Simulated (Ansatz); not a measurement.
# H6O3Zn2: the cost of one run

Program: Ansatz 0.2.0. Level of theory: the levels named in each step. These are calculated values, not measurements.

### Step 1. The starting structure

Bond lengths: Zn4–Zn5 2.522 Å, O1–H6 0.966 Å, O1–H7 0.966 Å, O2–H8 0.966 Å, O2–H9 0.966 Å, O3–H10 0.966 Å, O3–H11 0.966 Å. Angles: H6–O1–H7 106.0°, H8–O2–H9 105.9°, H10–O3–H11 106.0°.

Coordinates:

```xyz
11

O     1.8230    0.3996   -1.2605
O    -2.1277   -0.0643   -0.8222
O     0.3961   -0.3492    2.1729
Zn    0.1087   -1.2334   -0.2385
Zn   -0.1347    1.2356    0.2126
H     2.7393    0.4299   -0.9565
H     1.8513    0.5687   -2.2108
H    -2.9449   -0.2432   -0.3393
H    -2.3892    0.0845   -1.7398
H     1.2516   -0.3489    2.6207
H    -0.2621   -0.5322    2.8552
```

### Step 2. A rough first relaxation, PBE-D4/def2-SVP

input.yaml reads:

```yaml
crystal:
  periodic: [false, false, false]
  atoms:
    - { symbol: O, position_ang: [1.823, 0.39958, -1.26048] }
    - { symbol: O, position_ang: [-2.12769, -0.06429, -0.82217] }
    - { symbol: O, position_ang: [0.39607, -0.34918, 2.17288] }
    - { symbol: Zn, position_ang: [0.10871, -1.23344, -0.23854] }
    - { symbol: Zn, position_ang: [-0.13467, 1.23563, 0.2126] }
    - { symbol: H, position_ang: [2.7393, 0.42985, -0.95654] }
    - { symbol: H, position_ang: [1.85126, 0.56875, -2.21076] }
    - { symbol: H, position_ang: [-2.94486, -0.24315, -0.33927] }
    - { symbol: H, position_ang: [-2.38919, 0.08449, -1.73979] }
    - { symbol: H, position_ang: [1.25158, -0.34893, 2.62072] }
    - { symbol: H, position_ang: [-0.26213, -0.53218, 2.85517] }
magnetization:
  spin_polarized: true
  initial_magnetization: 1
total_charge: 1
basis:
  gaussian: { orbitals: def2-SVP }
hamiltonian:
  xc: pbe
  dispersion: d4
relax:
  f_tol: 0.03
  max_steps: 200
```

On the command line:

```bash
$ ansatz run input.yaml --threads 4 --pin off --max-ram 10240MiB --backend cpu --events-out ev --progress --plain --runs-dir out
```

**Question.** How long does this run take on 4 threads of AMD EPYC 9R14 (Zen 4), shared host, and how much memory does it need?

About 46 s, with a peak of 0.27 GiB.
